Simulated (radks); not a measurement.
# Kr⁴⁺ in [Ar] 3d10 4s1.5 4p2 4d0.5: an all-electron calculation

One table from this session's results is given with a row withheld; the runs are named, their logs left out.

Program: radks (a radial shooting solver on a logarithmic mesh, Libxc functionals) version 1. Level of theory: Dirac Kohn-Sham, PBEsol, spin-unpolarised, spherical densities, finite nucleus; open shells fill j = l - 1/2 first. These are calculated values, not measurements, unless marked.

## Starting point

| Property | Result |
| --- | --- |
| element | krypton (Z = 36) |
| charge | +4 |
| electrons | 32 |
| configuration | [Ar] 3d10 4s1.5 4p2 4d0.5 |
| nuclear rms radius | 4.1884 fm |

Set-up of the first run:

The run's settings:

```text
Z 36
configuration [Ar] 3d10 4s1.5 4p2 4d0.5
relativity Dirac
functional pbe_sol,pbe_sol
spin unpolarised
j_filling energy
nucleus finite rms 4.1884 fm
c 137.035999084
```

Command:

```console
> python run_ks.py task.json out
```

This one command runs every case of the session in turn.

Steps of the session up to this table: Self-consistent calculation.

One table of the session follows, with a row left open; its other results are not shown here.

It belongs to the step «Radial structure». Sizes of the orbitals, from the radial functions (bohr):

```
level      <r>  outermost maximum (interpolated)  90 % within  nodes
1s1/2  0.04150                            0.0271       0.0742      0
2s1/2   0.1833                             0.154        0.284      1
2p1/2   0.1574                             0.121        0.258      0
2p3/2   0.1614                             0.124        0.263      0
3s1/2   0.5299                             0.467        0.788      2
3p1/2   0.5327                             0.457        0.812      1
3p3/2   0.5430                             0.466        0.827      1
3d3/2   0.5493                             0.409        0.898      0
3d5/2   0.5531                             0.411        0.904      0
4s1/2    1.423                              1.28         2.06      3
4p1/2    1.572                              1.40         2.30      2
4p3/2    1.596                              1.42         2.33      2
4d3/2    2.068                              1.80         3.09      1
4d5/2        ?                                 ?            ?      ?
```

Estimate the missing values for 4d5/2.

The run gave: <r>: 2.076; outermost maximum (interpolated): 1.81; 90 % within: 3.10; nodes: 1. In the column «<r>» it is the highest.
